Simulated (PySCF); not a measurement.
# C₅H₅NS₂Se: vibronic structure

Computed with PySCF 2.14.0 and routines of our own; the level stands in each step. Atoms count from 0.

### Step 1. The starting structure

14 atoms, charge 0, multiplicity 1; geometry from: GFN2-xTB.

### Step 2. Vibronic structure: TDA BHandHLYP/6-31G*

The job: settings as JSON, then the geometry in Å.

```
{"job": {"kind": "vib", "xc": "BHandHLYP", "basis": "6-31G*", "tda": true}, "charge": 0, "multiplicity": 1}
C     -1.200645    -0.121208    -1.014506
C     -1.540454     0.234720     0.416825
S     -0.280416     1.302474     1.208104
C      1.144227     0.240229     1.172250
C      1.179795    -0.906653     1.782891
S      1.152240    -2.321475     2.427887
Se     2.806740     0.906059     0.372469
C      2.275297     0.643005    -1.349400
N      1.927542     0.478386    -2.430506
H     -2.023476    -0.679933    -1.454962
H     -0.303994    -0.735843    -1.061346
H     -1.031069     0.774914    -1.606445
H     -1.658561    -0.650914     1.040938
H     -2.447903     0.835765     0.473636
```

Method: TDA BHandHLYP/6-31G* vertical-gradient vibronic structure (displaced harmonic oscillators, Condon), gas phase.

On the command line:

```bash
$ OMP_NUM_THREADS=1 python excited_run.py task.json out
```

The driver reads the jobs from task.json and runs them one after another.

Q: Estimate the wall time and peak memory of this first job on 1 thread of Arm Neoverse N1, shared host.

About 95 s, with a peak of 1.2 GiB.
